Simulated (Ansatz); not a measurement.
# H₆OSSi₂: one species, many methods

How much do the methods differ for H₆OSSi₂? The plan is to run it at one geometry with functionals of several rungs and with coupled cluster. The yardstick is the atomisation energy at the CCSD(T) limit.

Method: functionals in def2-TZVPP, the program's frozen cores in correlated methods; program: Ansatz 0.2.0, Gaussian basis.

Levels to be run: PBE-D4, r2SCAN-D4, PBE0-D4, B3LYP-D4, ωB97X-V, ωB97M-V, B2PLYP; CCSD(T)/def2-TZVPP; MP2/def2-QZVPP; extrapolation to the limit.

### 1 The geometry

All runs share one geometry, relaxed beforehand with PBE0-D4 in a triple-zeta def2 set.

SMILES `O[SiH2]S[SiH3]`, 10 atoms, charge 0, spin multiplicity 1.

Atoms are counted from 1 here; the program's logs count them from 0.

Bond lengths: O1–Si2 1.643 Å, O1–H5 0.959 Å, Si2–S3 2.133 Å, Si2–H6 1.478 Å, Si2–H7 1.484 Å, S3–Si4 2.142 Å, Si4–H8 1.483 Å, Si4–H9 1.484 Å, Si4–H10 1.485 Å. Angles: Si2–O1–H5 117.4°, O1–Si2–S3 112.7°, O1–Si2–H6 104.6°, O1–Si2–H7 112.6°, S3–Si2–H6 111.2°, S3–Si2–H7 104.2°, H6–Si2–H7 111.8°, Si2–S3–Si4 97.8°, S3–Si4–H8 106.7°, S3–Si4–H9 111.2°, S3–Si4–H10 110.0°, H8–Si4–H9 109.3°, H8–Si4–H10 110.3°, H9–Si4–H10 109.3°.

### 2 PBE-D4 (GGA)

Input file in.yaml:

```yaml
crystal:
  periodic: [false, false, false]
  atoms:
    - {symbol: O, position_ang: [0.676263, 0.747714, -1.677421]}
    - {symbol: Si, position_ang: [1.193088, 0.860620, -0.122154]}
    - {symbol: S, position_ang: [-0.409400, 0.797010, 1.283585]}
    - {symbol: Si, position_ang: [-1.257293, -1.073660, 0.675734]}
    - {symbol: H, position_ang: [0.020637, 1.382688, -1.971827]}
    - {symbol: H, position_ang: [2.103076, -0.291181, 0.051385]}
    - {symbol: H, position_ang: [1.873548, 2.148902, 0.161091]}
    - {symbol: H, position_ang: [-2.033238, -1.584228, 1.831722]}
    - {symbol: H, position_ang: [-2.164176, -0.900016, -0.485769]}
    - {symbol: H, position_ang: [-0.177406, -2.027447, 0.317052]}
basis:
  gaussian: {orbitals: def2-TZVPP}
hamiltonian: {xc: pbe, dispersion: d4}
output: {forces: true, orbitals: {seedname: orbitals}}
```

The runs that follow: r2SCAN-D4 (meta-GGA); PBE0-D4 (hybrid); B3LYP-D4 (hybrid); ωB97X-V (range-separated); ωB97M-V (range-separated); B2PLYP (double hybrid); CCSD(T) in def2-TZVPP; MP2 in def2-QZVPP.

Q: Predict the results of all the runs planned. Wanted: atomisation energy, CCSD(T)/CBS; farthest; mean size of error, hybrid; mean size of error, range-separated; gap, smallest and largest; T1 diagnostic; triples share of the correlation energy.

As calculated:

```
                               quantity                                 value
        atomisation energy, CCSD(T)/CBS                        776.4 kcal/mol
functionals within 3.9 kcal/mol (0.5 %)           r2SCAN-D4, ωB97X-V, ωB97M-V
                               farthest               B2PLYP (-16.3 kcal/mol)
             mean size of error, hybrid                         10.9 kcal/mol
    mean size of error, range-separated                          1.4 kcal/mol
              gap, smallest and largest  5.56 eV (PBE-D4), 11.93 eV (ωB97X-V)
                          T1 diagnostic                                0.0115
triples share of the correlation energy                                 3.7 %
```

**Reading.** PBE-D4 misses by -7.5 kcal/mol. Double hybrids carry the basis error of their MP2 part in triple zeta, and no dispersion term here, so their miss is partly the set-up's. The reference freezes the cores and leaves out relativity and excitations past (T), so misses under about 3.9 kcal/mol can't be ranked. Hartree-Fock recovers 73 % of the binding; the rest is correlation. Orbital gaps span 5.6 to 11.9 eV; exact exchange widens them.
